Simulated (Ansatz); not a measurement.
**SnN2H6 (built from SMILES [NH2][SnH2][NH2]): a barrier at many levels of theory**

Aim: the barrier and energy of one elementary step (N2–H4 formed, Sn1–N2 loosened, N3–H4 broken) from LDA up to coupled cluster, on fixed structures, to see where each rung fails.

Program: Ansatz 0.2.0, Gaussian basis. Level of theory: single points in def2-TZVPP on PBE0-D4/def2-TZVP structures. These are calculated values, not measurements.

Levels: SPW92, PBE-D4, BLYP-D4, r2SCAN-D4, B97M-V, PBE0-D4, B3LYP-D4, r2SCAN0-D4, BHLYP-D4, CAM-B3LYP-D4, wB97X-V, wB97M-V, B2PLYP, PBE-QIDH, RPA on PBE, Hartree-Fock, MP2, CCSD, CCSD(T). The reference is CCSD(T) at the basis limit, from triple and quadruple zeta. Zero-point energies come from PBE0-D4 vibrations.

Cores are frozen in the correlated methods. Filled d shells of the heavier atoms are correlated. Core potentials replace the inner electrons past krypton, and spin-orbit coupling is left out. B3LYP uses VWN-RPA correlation. B2PLYP carries no dispersion term here.

42 further runs of the same task are left out: 42 set aside as unsound or not needed. Runs told in other sessions of the task aren't counted.

## Step 1: The three structures

Charge 0, multiplicity 1. The folders r, ts and p hold the start, the saddle and the end; their coordinates stand in the first inputs.

```csv
pair,r (Å),ts (Å),p (Å)
N2–H4,3.332,1.196,1.018
Sn1–N2,2.033,2.192,2.413
N3–H4,1.012,1.475,2.872
```

## Step 2: SPW92/def2-TZVPP

Input file r/in.yaml:

```yaml
crystal:
  periodic: [false, false, false]
  atoms:
    - {symbol: Sn, position_ang: [-0.384511, 0.181834, 0.562501]}
    - {symbol: N, position_ang: [1.518894, -0.497530, 0.346138]}
    - {symbol: N, position_ang: [-1.338594, 0.023409, -1.213590]}
    - {symbol: H, position_ang: [-1.062669, -0.796298, -1.739427]}
    - {symbol: H, position_ang: [-0.498923, 1.834341, 0.998474]}
    - {symbol: H, position_ang: [-1.108914, -0.879897, 1.681721]}
    - {symbol: H, position_ang: [2.171773, 0.182701, -0.020437]}
    - {symbol: H, position_ang: [1.915310, -0.878020, 1.195937]}
    - {symbol: H, position_ang: [-1.212566, 0.829560, -1.811318]}
basis:
  gaussian: {orbitals: def2-TZVPP}
hamiltonian: {xc: lda}
```

Input file ts/in.yaml:

```yaml
crystal:
  periodic: [false, false, false]
  atoms:
    - {symbol: Sn, position_ang: [-0.749182, 0.430147, 0.650818]}
    - {symbol: N, position_ang: [1.145047, -0.440569, -0.028006]}
    - {symbol: N, position_ang: [-1.040938, -0.220817, -1.178583]}
    - {symbol: H, position_ang: [0.393670, -0.481665, -0.957539]}
    - {symbol: H, position_ang: [-0.442870, 2.044183, 1.164548]}
    - {symbol: H, position_ang: [-1.160759, -0.530998, 2.009751]}
    - {symbol: H, position_ang: [1.943595, 0.166386, -0.167628]}
    - {symbol: H, position_ang: [1.466585, -1.330670, 0.334810]}
    - {symbol: H, position_ang: [-1.555350, 0.364104, -1.828170]}
basis:
  gaussian: {orbitals: def2-TZVPP}
hamiltonian: {xc: lda}
```

Input file p/in.yaml:

```yaml
crystal:
  periodic: [false, false, false]
  atoms:
    - {symbol: Sn, position_ang: [-0.936446, 0.418983, 0.485074]}
    - {symbol: N, position_ang: [1.258964, -0.461695, 0.008270]}
    - {symbol: N, position_ang: [-1.731651, -0.113202, -1.176056]}
    - {symbol: H, position_ang: [1.014888, -0.896922, -0.878528]}
    - {symbol: H, position_ang: [-0.355659, 1.942183, 1.052612]}
    - {symbol: H, position_ang: [-1.094658, -0.641455, 1.821991]}
    - {symbol: H, position_ang: [1.988410, 0.222868, -0.157061]}
    - {symbol: H, position_ang: [1.617145, -1.172202, 0.637180]}
    - {symbol: H, position_ang: [-1.761192, 0.701542, -1.793483]}
basis:
  gaussian: {orbitals: def2-TZVPP}
hamiltonian: {xc: lda}
```

One command serves all of them, each in its own folder.

Run with:

```bash
$ ansatz run in.yaml --threads 4 --pin off --events-out ev --progress --plain --max-ram 9574MiB
```

After this run come: PBE-D4/def2-TZVPP; BLYP-D4/def2-TZVPP; r2SCAN-D4/def2-TZVPP; B97M-V/def2-TZVPP; PBE0-D4/def2-TZVPP; B3LYP-D4/def2-TZVPP; r2SCAN0-D4/def2-TZVPP; BHLYP-D4/def2-TZVPP; CAM-B3LYP-D4/def2-TZVPP; wB97X-V/def2-TZVPP; wB97M-V/def2-TZVPP; B2PLYP/def2-TZVPP; PBE-QIDH/def2-TZVPP; RPA on PBE/def2-TZVPP; CCSD(T)/def2-TZVPP; MP2/def2-QZVPP; SPW92/def2-SVP; PBE-D4/def2-SVP; PBE0-D4/def2-SVP; wB97M-V/def2-SVP; CCSD(T)/def2-SVP; Vibrations of the start structure; Vibrations of the end structure.

Q: Predict the outcome of this session. Wanted: barrier, CCSD(T)/CBS; reverse barrier, CCSD(T)/CBS; step energy, CCSD(T)/CBS; barrier with zero-point energy; step energy with zero-point energy; imaginary mode at the saddle; largest T1 diagnostic.

**Answer**, as computed:

| quantity | value |
| --- | --- |
| barrier, CCSD(T)/CBS | 1.974 eV |
| reverse barrier, CCSD(T)/CBS | 0.336 eV |
| step energy, CCSD(T)/CBS | +1.638 eV |
| barrier with zero-point energy | 1.872 eV |
| step energy with zero-point energy | +1.637 eV |
| imaginary mode at the saddle | 1153i cm⁻¹ |
| largest T1 diagnostic | 0.020 |

**Reading.** B2PLYP is the best functional here (-0.003 eV from CCSD(T)/CBS); SPW92 is the worst (-0.443 eV). By rung, the mean size of the error is: LDA 0.443, GGA 0.246, meta-GGA 0.064, hybrid 0.088, range-separated hybrid 0.106, double hybrid 0.034 eV. The double hybrids carry no dispersion term here, unlike the levels marked D4 or V. PBE-D4 gives a barrier 0.278 eV too low, outside chemical accuracy (1 kcal/mol, 0.043 eV). The barrier rises with the share of exact exchange, from BLYP-D4 through B3LYP-D4 to BHLYP-D4 (-0.214, -0.027, +0.236 eV). Hartree-Fock, with no correlation, is off by +0.670 eV. Zero-point motion lowers the barrier by 0.102 eV.
